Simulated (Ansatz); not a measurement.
# YTl: response to strain

YTl is deformed so: equal xx and yy strain of +1 %. What stress and forces result, by LAPW, PAW and all-electron datasets made for the crystal?

Computed with Ansatz 0.2.0 (DFT LDA, scalar-relativistic, unless a step's input says otherwise).

### Step 1. Starting point

Symmetry: Pm-3m, No. 221, cubic system. The conventional cell has a = 3.751 Å, b = 3.751 Å, c = 3.751 Å, α = 90.00°, β = 90.00°, γ = 90.00°. Around Y (site symmetry m-3m) lie 8 Tl at 3.25 Å. Tl (site symmetry m-3m) is surrounded by 8 Y at 3.25 Å.

Structure file:

```cif
data_structure
_symmetry_space_group_name_H-M 'Pm-3m'
_symmetry_Int_Tables_number 221
_cell_length_a 3.7510
_cell_length_b 3.7510
_cell_length_c 3.7510
_cell_angle_alpha 90.000
_cell_angle_beta 90.000
_cell_angle_gamma 90.000
_cell_volume 52.78
loop_
_atom_site_label
_atom_site_type_symbol
_atom_site_symmetry_multiplicity
_atom_site_Wyckoff_symbol
_atom_site_fract_x
_atom_site_fract_y
_atom_site_fract_z
_atom_site_occupancy
Y1 Y 1 b 0.50000 0.50000 0.50000 1
Tl1 Tl 1 a 0.00000 0.00000 0.00000 1
```

The file gives the conventional cell by its symmetry; the runs use the cell typed in the input.

Atoms are numbered in the order of the input: Y1, Tl2.

### Step 2. The deformed structure

Space group Pm-3m before, P4/mmm after.

### Step 3. Full-potential LAPW

Contents of input.yaml:

```yaml
crystal:
  lattice:
    - [3.78851, 0.0, 0.0]
    - [0.0, 3.78851, 0.0]
    - [0.0, 0.0, 3.751]
  atoms:
    - { symbol: "Y", position: [0.5, 0.5, 0.5] }
    - { symbol: Tl, position: [0.0, 0.0, 0.0] }
kpoints:
  mp_grid: { grid: [11, 11, 11] }
  band_path:
    path:
      - [0.0, 0.0, 0.0]
      - [0.0, 0.5, 0.0]
      - [0.5, 0.5, 0.0]
      - [0.0, 0.0, 0.0]
      - [0.0, 0.0, 0.5]
      - [0.0, 0.5, 0.5]
      - [0.5, 0.5, 0.5]
      - [0.0, 0.0, 0.5]
      - [0.0, 0.5, 0.0]
    npoints: 5
scf:
  occupations: { method: fermi_dirac, width: 0.08 }
hamiltonian:
  xc: lda
  pseudopotentials: { kind: all_electron, lapw: { basis_error: 0.00025 } }
output:
  forces: true
  stress: true
  eigenvalues: true
```

Run with:

```sh
ansatz run input.yaml --threads 1 --pin off --max-ram 3072MiB --backend cpu --events-out ev --progress --plain --runs-dir out
```

### Step 4. PAW with frozen cores

Contents of input.yaml:

```yaml
crystal:
  lattice:
    - [3.78851, 0.0, 0.0]
    - [0.0, 3.78851, 0.0]
    - [0.0, 0.0, 3.751]
  atoms:
    - { symbol: "Y", position: [0.5, 0.5, 0.5] }
    - { symbol: Tl, position: [0.0, 0.0, 0.0] }
kpoints:
  mp_grid: { grid: [11, 11, 11] }
scf:
  occupations: { method: fermi_dirac, width: 0.08 }
hamiltonian:
  xc: lda
  pseudopotentials: { kind: paw }
output:
  forces: true
  stress: true
  eigenvalues: true
  efg: { contact_densities: true }
```

### Step 5. Datasets made for this crystal

input.yaml: that of step 4 with these lines changed.

```diff
@@ -14,3 +14,3 @@
   xc: lda
-  pseudopotentials: { kind: paw }
+  pseudopotentials: { kind: all_electron, datasets: crystal }
 output:
```

(Steps that only read results are left out.)

Q: Predict the outcome of this session. Wanted: pressure; largest shear or deviatoric stress.

The runs gave:

| quantity | value |
| --- | --- |
| pressure | LAPW -4.03, PAW -4.04, crystal datasets -4.04 GPa |
| largest shear or deviatoric stress (LAPW) | 0.08 GPa |

In words: The largest part of the stress beyond the pressure is 0.08 GPa in size, in the zz component; the atoms are carried along and not relaxed. No run of the undeformed cell stands beside it, so the pressure holds what the given cell had before the change. PAW: stress within 0.01 GPa of LAPW. Crystal datasets: stress within 0.01 GPa of LAPW. Spin-orbit coupling is left out, though the cell holds Tl; in elements this heavy it can shift bands and gaps by tenths of an eV.
